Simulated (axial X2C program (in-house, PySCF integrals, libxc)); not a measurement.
**CuCN⁻: bond lengths and stretches, held linear**

How do method and spin–orbit coupling move the bonds and stretches of CuCN⁻, held linear?

Method: all-electron X2C, two-component (2c) or spin-free, Cu dyall-v3z, C dyall-v3z, N dyall-av3z; program: an in-house X2C program for linear molecules on PySCF integrals.

All values are calculated.

2 further runs of the same task are left out: 2 set aside as unsound or not needed.

### 1 The job

Contents of task.json:

```json
{"zs": [29, 6, 7], "q": -1, "bas": ["dyall-v3z", "dyall-v3z", "dyall-av3z"], "r0": [1.82, 1.16], "symm": 0, "scan": ["PBE0", "HF", "BHandHLYP"], "levels": ["PBE0", "HF", "TPSSh"], "nst": 2}
```

Keys: zs atomic numbers; q charge; bas basis sets; r0 starting distance in Å; symm equal bonds; scan levels of the two-bond scan; levels methods; nst determinants followed.

The run is started by

```bash
$ python solin.py task.json out
```

Masses Cu 62.930, C 12.000, N 14.003 u.

### 2 Scan at PBE0, 2c

State: Ω = 1/2 (beyond evenly filled blocks: ω = 1/2). Energies above the lowest point, from the job's result record:

```
r(Cu–C) (Å)  r(C–N) (Å)  E (meV)
     1.8418      1.1359    57.48
     1.8418      1.1650    11.29
     1.8418      1.1941    60.90
     1.8890      1.1359    44.86
     1.8890      1.1650     0.00
     1.8890      1.1941    50.96
     1.8890      1.2233   181.60
     1.9362      1.1359    56.17
     1.9362      1.1650    12.29
     1.9362      1.1941    64.25
     1.9835      1.1650    42.64
     1.9835      1.2233   227.65
```

A quadratic surface with cubic terms in each bond gives the minimum at 1.886 and 1.163 Å, force constants 1.71, 18.3 and coupling 0.12 mdyn/Å.

### 3 Scan at BHandHLYP, 2c

State: Ω = 1/2 (beyond evenly filled blocks: ω = 1/2). Energies above the lowest point, from the job's result record:

```
r(Cu–C) (Å)  r(C–N) (Å)  E (meV)
     1.8418      1.1359    51.26
     1.8418      1.1650    49.87
     1.8418      1.1941   144.29
     1.8890      1.1359    12.83
     1.8890      1.1650    12.18
     1.8890      1.1941   107.37
     1.8890      1.2233   282.34
     1.9362      1.1359     0.22
     1.9362      1.1650     0.00
     1.9362      1.1941    95.62
     1.9835      1.1650     7.67
     1.9835      1.2233   279.03
```

A quadratic surface with cubic terms in each bond gives the minimum at 1.940 and 1.150 Å, force constants 1.38, 19.7 and coupling 0.05 mdyn/Å.

### 4 Scan at PBE0, spin-free

State: M_S = 1/2, Λ = 0 (beyond evenly filled blocks: σα). Energies above the lowest point, from the job's result record:

| r(Cu–C) (Å) | r(C–N) (Å) | E (meV) |
| --- | --- | --- |
| 1.8418 | 1.1359 | 57.14 |
| 1.8418 | 1.1650 | 11.09 |
| 1.8418 | 1.1941 | 60.83 |
| 1.8890 | 1.1359 | 44.71 |
| 1.8890 | 1.1650 | 0.00 |
| 1.8890 | 1.1941 | 51.09 |
| 1.8890 | 1.2233 | 181.86 |
| 1.9362 | 1.1359 | 56.22 |
| 1.9362 | 1.1650 | 12.50 |
| 1.9362 | 1.1941 | 64.60 |
| 1.9835 | 1.1650 | 43.08 |
| 1.9835 | 1.2233 | 228.35 |

A quadratic surface with cubic terms in each bond gives the minimum at 1.886 and 1.163 Å, force constants 1.72, 18.3 and coupling 0.12 mdyn/Å.

### 5 The levels side by side

| level | r(Cu–C) (Å) | r(C–N) (Å) | lower stretch (cm⁻¹) | upper stretch (cm⁻¹) |
| --- | --- | --- | --- | --- |
| PBE0, 2c | 1.886 | 1.163 | 393.2 | 2214.6 |
| BHandHLYP, 2c | 1.940 | 1.150 | 353.6 | 2294.6 |
| PBE0, spin-free | 1.886 | 1.163 | 393.7 | 2214.7 |
| BHandHLYP, spin-free | 1.940 | 1.150 | 354.3 | 2294.7 |

Scans not shown above were run alike.

In words: Over the levels the Cu–C bond spans 1.886 to 1.940 Å and the C–N bond 1.150 to 1.163 Å. At PBE0 spin–orbit coupling leaves both bonds unchanged to 0.001 Å. Each state is one determinant, the lowest of a limited PBE0 search; the stretches come from a fit to few points and are good to some per cent at best. For an anion the highest level of a functional can be positive, and the basis then holds the extra electron. The molecule was held linear; bending was not examined, so a bent shape may lie lower.
